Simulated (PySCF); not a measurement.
# GeH7NSSi: the cost of one run

Computed with PySCF 2.14.0, with density-fitted response routines of our own, on a single molecule in the gas phase. Atoms are numbered from 0 throughout.

### 1 The molecule as given

11 atoms, charge 0, multiplicity 1; geometry from: GFN2-xTB. The atoms were then displaced at random by about 0.01 Å, so the start is not that level's minimum.

Bonds of the start (Å): Si0–N1 1.71, N1–Ge2 1.80, Ge2–S3 2.26, Si0–H4 1.45, Si0–H5 1.48, Si0–H6 1.48, N1–H7 1.02, Ge2–H8 1.49, Ge2–H9 1.51, S3–H10 1.31.

### 2 Geometry optimisation at PBE0-D3(BJ)/def2-SVP

The job: settings as JSON, then the geometry in Å.

```
{"job": {"xc": "PBE0", "basis": "def2-SVP", "d3": "d3bj", "grid": 1, "shake": 0.01, "kind": "geom"}, "charge": 0, "multiplicity": 1}
Si    -1.511250     0.811980     0.373320
N     -0.471540    -0.048620    -0.684040
Ge     0.867750    -1.136070    -0.170830
S      2.529420    -0.040560     0.889540
H     -2.021890    -0.137260     1.338890
H     -0.849360     1.948620     1.048800
H     -2.561230     1.349260    -0.522040
H     -0.367070     0.334210    -1.619590
H      1.405270    -1.787540    -1.400590
H      0.332110    -2.137020     0.817810
H      2.685920     0.817170    -0.086920
```

Command:

```bash
$ OMP_NUM_THREADS=1 python probes_run.py task.json out
```

This one command runs all jobs of the session in turn.

Q: Estimate the wall time and peak memory of this first job on 1 thread of Arm Neoverse V1, shared host.

About 79 s, with a peak of 0.5 GiB.
